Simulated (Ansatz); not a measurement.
# GaPHCl (singlet): wave-function methods side by side at a displaced geometry (v2), cc-pVDZ

One table from this session's results is given with a row withheld; the runs are named, their logs left out.

Program: Ansatz 0.2.0, Gaussian basis. Level of theory: cc-pVDZ, core rule «outside noble gas», up to 24 orbitals frozen. These are calculated values, not measurements.

Plan: UHF; CCSD(T) on RHF; BCCD(T) on RHF; CISD; CCSDT(Q) on RHF.

12 further runs of the same task are left out: 6 that didn't finish, 6 set aside as unsound or not needed. Runs told in other sessions of the task aren't counted.

## What is computed

The geometry is a PBE0/def2-TZVP stationary point (not a proven minimum) with its atoms shifted at random (size 0.100 Å). No spin-orbit coupling is included. The filled d shell of Ga may be among the frozen orbitals whatever the setting's name suggests.

4 atoms, charge 0, spin multiplicity 1.

Atoms are counted from 1 here; the program's logs count them from 0.

Bond lengths: Cl1–Ga2 2.106 Å, Ga2–P3 2.147 Å, P3–H4 1.384 Å. Angles: Cl1–Ga2–P3 172.9°, Ga2–P3–H4 81.4°.

Set-up of the first run:

File in.yaml:

```yaml
crystal:
  periodic: [false, false, false]
  atoms:
    - {symbol: Cl, position_ang: [0.064561, -0.288582, 2.610482]}
    - {symbol: Ga, position_ang: [-0.100286, -0.292326, 0.510659]}
    - {symbol: P, position_ang: [-0.023694, -0.396836, -1.631997]}
    - {symbol: H, position_ang: [0.059419, 0.977744, -1.489144]}
basis:
  gaussian: {orbitals: cc-pVDZ}
magnetization: {spin_polarized: true, initial_magnetization: 0}
hamiltonian: {xc: hf}
output: {orbitals: {seedname: orbitals}}
```

Run with:

```
$ ansatz run in.yaml --threads 1 --pin off --events-out ev --progress --plain --max-ram 2393MiB
```

Steps of the session up to this table: UHF; CCSD(T) on RHF; BCCD(T) on RHF; CISD; CCSDT(Q) on RHF.

One of the session's tables, all rows but one given; the rest of the session is left out.

It belongs to the step «Misses and costs». 

```
   method  from RCCSDT(Q) (meV)
      RHF                     ?
     RMP2               +1255.4
    RCCSD                +385.6
 RCCSD(T)                 +62.7
  BCCD(T)                 +61.6
   RCCSDT                 +30.1
RCCSDT(Q)                     0
```

**Question.** Estimate the row for RHF.

**Answer.** from RCCSDT(Q) (meV): +9564.8. In the column «from RCCSDT(Q) (meV)» it is the highest.

Not comparable, so not listed: CISD (they don't share determinant, frozen orbitals or solution with the rows shown, or repeat one).
